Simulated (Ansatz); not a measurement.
Crystal: WS.

```xyz
2
Lattice="3.0079 0.0000 0.0000 0.0000 3.0079 0.0000 0.0000 0.0000 3.0079" Properties=species:S:1:pos:R:3 pbc="T T T"
W     1.5039    1.5039    1.5039
S     0.0000    0.0000    0.0000
```

The cell was built by a generator and needn't be a form met in nature.

- Program: Ansatz 0.2.0
- Task: relaxation of cell and atoms
- Functional: PBEsol0
- Potentials or basis: Ansatz PAW
- Cutoff: 420 eV (not typed: the program's choice for these potentials)
- k mesh: 5 × 5 × 5
- Occupations: fermi-dirac, width 0.05 eV
- Spin: no spin polarisation

At the start: volume 13.61 Å³/atom.

Where does the relaxation end?

It ends after 6 steps and the volume is 12.93 Å³/atom (-5.0 %); space group Pm-3m (No. 221, to 0.05 Å).

The path:
| step | energy change (eV) | largest force (eV/Å) | volume (Å³) |
| --- | --- | --- | --- |
| 1 | 0.0000 | 0.0000 | 27.21 |
| 2 | -0.0282 | 0.0000 | 24.93 |
| 3 | -0.0608 | 0.0000 | 25.94 |
| 4 | -0.0611 | 0.0000 | 25.86 |
| 5 | -0.0611 | 0.0000 | 25.86 |
| 6 | -0.0605 | 0.0000 | 25.86 |

Final structure:
```cif
data_structure
_symmetry_space_group_name_H-M 'P 1'
_symmetry_Int_Tables_number 1
_cell_length_a 2.9570
_cell_length_b 2.9570
_cell_length_c 2.9570
_cell_angle_alpha 90.000
_cell_angle_beta 90.000
_cell_angle_gamma 90.000
_cell_volume 25.86
loop_
_atom_site_label
_atom_site_type_symbol
_atom_site_fract_x
_atom_site_fract_y
_atom_site_fract_z
_atom_site_occupancy
W1 W 0.50000 0.50000 0.50000 1
S1 S 0.00000 0.00000 0.00000 1
```

Caveat: the k mesh is coarse (spacing up to 0.42 Å⁻¹), so the values aren't converged, least of all with exact exchange; the plane-wave basis is chosen anew once the cell has moved, so the energies of steps on either side of that aren't comparable; the PAW data sets come from PBE, with cores solved anew for the run's functional, which leaves a small shift of forces and pressure.
